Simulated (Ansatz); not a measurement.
Run this with Ansatz 0.2.0, Python API and show what comes out.

`tae.py`:
```python
"""Atomisation energy of MgSb at the given geometry."""

from collections import Counter

import ansatz as az

BASIS = "def2-SVP"
FUNCTIONAL = "r2scan0"


def single_point(molecule, charge=0, unpaired=0):
    calc = molecule.calculation().basis(gaussian=BASIS).functional(FUNCTIONAL)
    if charge:
        calc = calc.charge(charge)
    if unpaired:
        calc = calc.spin("collinear", total=unpaired)
    report = calc.run(threads=1).report
    if report["published_state_doubts"]:
        print("  doubts:", report["published_state_doubts"])
    return report["free_energy_ev"]

system = (
    az.Crystal.molecule()
    .atom("Mg", (0.0, 0.0, 0.0))
    .atom("Sb", (0.0, 0.0, 2.72))
)

# Hund ground states
unpaired = {"Mg": 0, "Sb": 3}
counts = Counter(site.symbol for site in system.cartesian_sites)
atom_energy = {s: single_point(az.Crystal.molecule().atom(s, (0, 0, 0)), 0, unpaired[s]) for s in counts}
whole = single_point(system, 0, 1)
for s, e in atom_energy.items():
    print(f"{s:2s} x{counts[s]}  {e:14.5f} eV")
print(f"MgSb: {whole:.5f} eV")
split = sum(counts[s] * e for s, e in atom_energy.items()) - whole
print(f"atomisation energy (no zero-point term): {split:.3f} eV, {split / sum(counts.values()):.3f} eV an atom")
```

Output of `python tae.py`:
```text
Mg x1     -5441.14810 eV
Sb x1     -6538.33614 eV
MgSb: -11979.99608 eV
atomisation energy (no zero-point term): 0.512 eV, 0.256 eV an atom
```

0.512 eV from the electronic energies, without the zero-point term.

Notes:
- Total energies depend on the basis set; only differences at equal settings carry meaning.
- The geometry is a force-field or estimated start, not a minimum of this method, and the basis set is short of its limit. All parts are taken at fixed geometry, without zero-point energy.
- def2 sets replace the cores of elements past krypton by effective core potentials.
- The run takes the species as open-shell (spin multiplicity 2), which needn't be its ground state.
- The expectation value of S² is noticeably off S(S+1) in at least one run, so that state is spin-contaminated.
- The spin-orbit lowering of heavy atoms is left out.
- The spin state was assumed, and another may lie lower.
- The whole script took 15 s on 1 thread of Arm Neoverse V2, with other jobs on the host, peak memory 0.22 GiB.
